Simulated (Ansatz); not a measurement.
# P: the cost of one run

Computed with Ansatz 0.2.0 (DFT PBE+D3(BJ), scalar-relativistic, plane waves, PAW, unless a step's input says otherwise).

### 1 The system as given

It takes space group Cmce (No. 64, orthorhombic). The conventional cell has a = 3.316 Å, b = 10.484 Å, c = 4.379 Å, α = 90.00°, β = 90.00°, γ = 90.00°. Around P (site symmetry m) lie 3 P at 2.22 to 2.24 Å.

Coordinates:

```
P
1.0
     1.65820   -5.24200    0.00000
     1.65820    5.24200    0.00000
     0.00000    0.00000    4.37930
P
4
Direct
  0.89838 0.10162 0.08068
  0.60162 0.39838 0.58068
  0.10162 0.89838 0.91932
  0.39838 0.60162 0.41932
```

The structure rests on an entry of the Crystallography Open Database; cell or positions may have been set otherwise for this series.

### 2 Relaxing cell and atoms: P, no spin

input.yaml

```yaml
crystal:
  lattice:
    - [1.6582, -5.242, 0.0]
    - [1.6582, 5.242, 0.0]
    - [0.0, 0.0, 4.3793]
  atoms:
    - { symbol: P, position: [0.89838, 0.10162, 0.08068] }
    - { symbol: P, position: [0.60162, 0.39838, 0.58068] }
    - { symbol: P, position: [0.10162, 0.89838, 0.91932] }
    - { symbol: P, position: [0.39838, 0.60162, 0.41932] }
scf:
  occupations: { method: gaussian, width: 0.05 }
output:
  forces: true
  stress: true
  eigenvalues: true
  write_density: true
  write_potential: true
  elf: true
  volumetric_format: npy
hamiltonian:
  xc: pbe
  dispersion: d3bj
relax:
  f_tol: 0.001
  max_steps: 60
  cell: { stress_tol: 0.03 }
kpoints:
  mp_grid: { grid: [12, 12, 10] }
```

Command:

```console
$ ansatz run input.yaml --threads 16 --pin off --max-ram 20480MiB --backend cpu --events-out ev --progress --plain --runs-dir out
```

What time and memory should one allow on 16 threads of Arm Neoverse N1, shared host?

About 24 s, with a peak of 0.72 GiB.
